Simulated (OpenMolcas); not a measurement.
# Ni³⁺ among point charges: CASSCF and CASPT2 levels and susceptibility

Aim: the splitting of the states of Ni³⁺ in the field of 4 point charges, its lowest levels with spin-orbit coupling and its magnetic susceptibility.

Method: state-averaged CASSCF and CASPT2, spin-orbit coupling by RASSI with atomic mean-field integrals. Code: OpenMolcas 26.06.

## (1) The system

* Species: Ni³⁺ (nickel, Z = 28, 25 electrons)
* Basis: ANO-RCC-VDZP [5s4p2d1f], 34 functions
* Scalar Hamiltonian: DKH2, point nucleus
* Inactive shells: 1s 2s 2p 3s 3p
* Active space: 7 electrons in 5 orbitals (3d)
* Some configurations of this space: 3d7
* Orbitals: optimised for each spin and parity, averaged over all roots

Outer shells as boxes (Hund's rule):

3d7
```
3d [↑↓][↑↓][↑ ][↑ ][↑ ]
```

The ion sits among 4 point charges of -1.5 e arranged as a tetrahedron (Td), 1.69 Å from the ion.

The work runs as a chain of OpenMolcas steps in one folder; each step below is one input file. Labels, J, g values, rates, χT and fits are worked out afterwards by a script from the matrices that RASSI stores.

## (2) One- and two-electron integrals

Contents of a.inp:

```
&GATEWAY
Coord
1

Ni 0.0 0.0 0.0
Basis=ANO-RCC-VDZP
Group=NoSym
NoMove
AngMom=0.0 0.0 0.0
AMFI
XField
4 Angstrom 0
0.975722 0.975722 0.975722 -1.500000
0.975722 -0.975722 -0.975722 -1.500000
-0.975722 0.975722 -0.975722 -1.500000
-0.975722 -0.975722 0.975722 -1.500000
&SEWARD
```

Started as:

```console
OMP_NUM_THREADS=1 MOLCAS_MEM=1689 MOLCAS_PROJECT=a pymolcas a.inp > a.log
```

## (3) Reference wave functions, quartets, 10 roots

Contents of a.inp:

```
&RASSCF
FileOrb=start.orb
Symmetry=1
Spin=4
nActEl=7 0 0
Inactive=9
Ras2=5
CIRoot=10 10 1
SDav=10
CIMx=300
Iter=120 100
PrWF=0.3
OrbListing=Nothing
MaxOrb=0
>>> COPY $Project.JobIph JOB001
```

start.orb holds the contracted functions of the basis, ordered by shell, or the orbitals of the step before.

## (4) CASSCF: doublets, 40 roots

Contents of a.inp:

```
&RASSCF
FileOrb=start.orb
Symmetry=1
Spin=2
nActEl=7 0 0
Inactive=9
Ras2=5
CIRoot=40 40 1
SDav=40
CIMx=300
Iter=120 100
PrWF=0.3
OrbListing=Nothing
MaxOrb=0
>>> COPY $Project.JobIph JOB002
```

## (5) State interaction with spin-orbit coupling

Contents of a.inp:

```
&RASSI
NrOfJobIphs=2 10 40
1 2 3 4 5 6 7 8 9 10
1 2 3 4 5 6 7 8 9 10 11 12 13 14 15 16 17 18 19 20 21 22 23 24 25 26 27
28 29 30 31 32 33 34 35 36 37 38 39 40
IphNames
JOB001
JOB002
EJob
SpinOrbit
DIPRint=1.0
SOCoupling=1000.0
Subsets=2
Property=9
'ANGMOM' 1 'ANGMOM' 2 'ANGMOM' 3 'MLTPL  1' 1 'MLTPL  1' 2 'MLTPL  1' 3
'AMFI' 1 'AMFI' 2 'AMFI' 3
SOProperty=3
'ANGMOM' 1 'ANGMOM' 2 'ANGMOM' 3
```

## (6) CASPT2: IPEA 0.25, imaginary shift 0.1 (closed shells correlated: 3s 3p)

Contents of a.inp:

```
>>> COPY JOB001 $Project.JobIph
&CASPT2
Multistate=10 1 2 3 4 5 6 7 8 9 10
NoMult
Frozen=5
IPEA=0.25
Imaginary=0.1
MaxIter=60
WThr=0.0 0.3 0.05
PrWF=0.5
NoMix
>>> COPY JOB002 $Project.JobIph
&CASPT2
Multistate=40 1 2 3 4 5 6 7 8 9 10 11 12 13 14 15 16 17 18 19 20 21 22
23 24 25 26 27 28 29 30 31 32 33 34 35 36 37 38 39 40
NoMult
Frozen=5
IPEA=0.25
Imaginary=0.1
MaxIter=60
WThr=0.0 0.3 0.05
PrWF=0.5
NoMix
```

(Steps that only read results are left out.)

Before running it: what results should come out? Wanted: spin-free ground state; first state of the same spin within the active space; lowest level; next level.

**Answer**, as computed:

```
                                            quantity                                                                        value
                                              method  SS-CASPT2, IPEA 0.25, imaginary shift 0.1 (closed shells correlated: 3s 3p)
                              spin-free ground state                                              4A2, 1-fold in its orbital part
first state of the same spin within the active space                                                             4T2 at 1910 cm⁻¹
                                        lowest level                                                                    4-fold Γ8
                                          next level                                                                  1697.8 cm⁻¹
                                         χT at 300 K                                                               3.78 cm³ K/mol
                           effective moment at 300 K                                                                      5.50 μB
```

Cost by method:

| method | time of its own steps | time with the reference |
| --- | --- | --- |
| A. CASSCF | 11 s | 11 s |
| B. SS-CASPT2, IPEA 0.25, imaginary shift 0.1, +3s 3p | 4.3 s | 16 s |

Times are of one thread on a shared host.

What this shows: The spin-free ground state (4A2) comes to 100 % from free-ion F terms and keeps the highest spin of the shell. χT at 300 K is 3.78, against 1.88 cm³ K/mol for the spin alone, so orbital moment adds to it. A ligand-field fit to the states below 45000 cm-1 gives 10Dq = -1943 cm-1, B = 1218 cm-1 and C = 4738 cm-1 (C/B = 3.89), with a deviation of 452 cm-1. CASPT2 does not keep the components of a term degenerate, and the means are used. The field of point charges can differ much from that of real complexes. This is an electrostatic model: the charges have no orbitals.
